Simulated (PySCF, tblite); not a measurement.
# C₇H₈F radical: geometry, infrared bands and EPR parameters

Wanted: the infrared bands and EPR parameters of C₇H₈F radical (`C[C@H]1C=[C]CC(F)=C1`), by calculation.

Computed with tblite 0.8.0 and PySCF 2.14.0, with density-fitted response routines of our own, on a single molecule in the gas phase. Atoms count from 0, in the outputs and in this text.

## (1) The starting structure

16 atoms, charge 0, multiplicity 2; geometry from: force field or distance geometry start.

Bonds of the start (Å): C0–C1 1.49, C1–C2 1.50, C2–C3 1.35, C3–C4 1.50, C4–C5 1.51, C5–F6 1.34, C5–C7 1.35, C7–C1 1.49, C0–H8 1.12, C0–H9 1.09, C0–H10 1.12, C1–H11 1.13, C2–H12 1.09, C4–H13 1.08, C4–H14 1.11, C7–H15 1.07.

## (2) Geometry optimisation with GFN2-xTB

The job: settings as JSON, then the geometry in Å.

```
{"job": {"kind": "relax", "xc": "GFN2-xTB", "basis": "xTB"}, "charge": 0, "multiplicity": 2}
C      2.127700     0.210500    -0.152200
C      0.686200    -0.148100    -0.024200
C      0.147200    -0.034200     1.373700
C     -1.174800    -0.288500     1.489700
C     -1.928400    -0.682600     0.255400
C     -1.559800     0.389700    -0.734700
F     -2.483000     1.052600    -1.443800
C     -0.245000     0.658000    -0.858400
H      2.310400     1.080300    -0.833300
H      2.568800     0.407300     0.830000
H      2.651300    -0.666500    -0.617400
H      0.519600    -1.221500    -0.322800
H      0.747900     0.255000     2.230000
H     -2.994200    -0.766900     0.418800
H     -1.495100    -1.648700    -0.087800
H      0.113500     1.412500    -1.534600
```

Started as:

```bash
> OMP_NUM_THREADS=1 python probes_run.py task.json out
```

The driver reads the jobs from task.json and runs them one after another.

**Question.** This job is followed by: GFN2-xTB harmonic vibrations, gas phase; UKS B3LYP, pcH-1 on C F H, non-relativistic, mean-field spin-orbit, GIAO. What will the session give for the following? strongest single infrared mode (GFN2-xTB); zero-point energy (GFN2-xTB); g(iso) (B3LYP); ⟨S²⟩; largest a(iso) (averaged by class); potential on the surface of density 0.002 e/bohr³, 1st and 99th percentile.

As calculated:

| quantity | value |
| --- | --- |
| strongest single infrared mode (GFN2-xTB) | 1137 cm⁻¹, 61 km/mol |
| zero-point energy (GFN2-xTB) | 79.1 kcal/mol |
| g(iso) (B3LYP) | 2.00226 |
| ⟨S²⟩ | 0.759 (exact 0.75) |
| largest a(iso) (averaged by class) | 13C on C3, 361.0 MHz |
| potential on the surface of density 0.002 e/bohr³, 1st and 99th percentile | -0.82 V and 0.88 V |

Over 103 steps the energy fell by 0.754 eV; of the close pairs, C2–C3 changed most, 1.351 to 1.296 Å. No mode is imaginary among the 42: a minimum at this level. The strongest single mode, at 1137 cm⁻¹, is spread over many atoms; the largest shares are those of H11, C5. GFN2-xTB is a fitted tight-binding method: band positions and strengths are rough. Its intensities can rank the bands wrongly. C3 carries the largest spin population, 0.99 e. The isotropic g lies 0.1 ppt below the free-electron value. The conformer search found further structures of the same energy, which may be mirror or relabelled copies of this one.
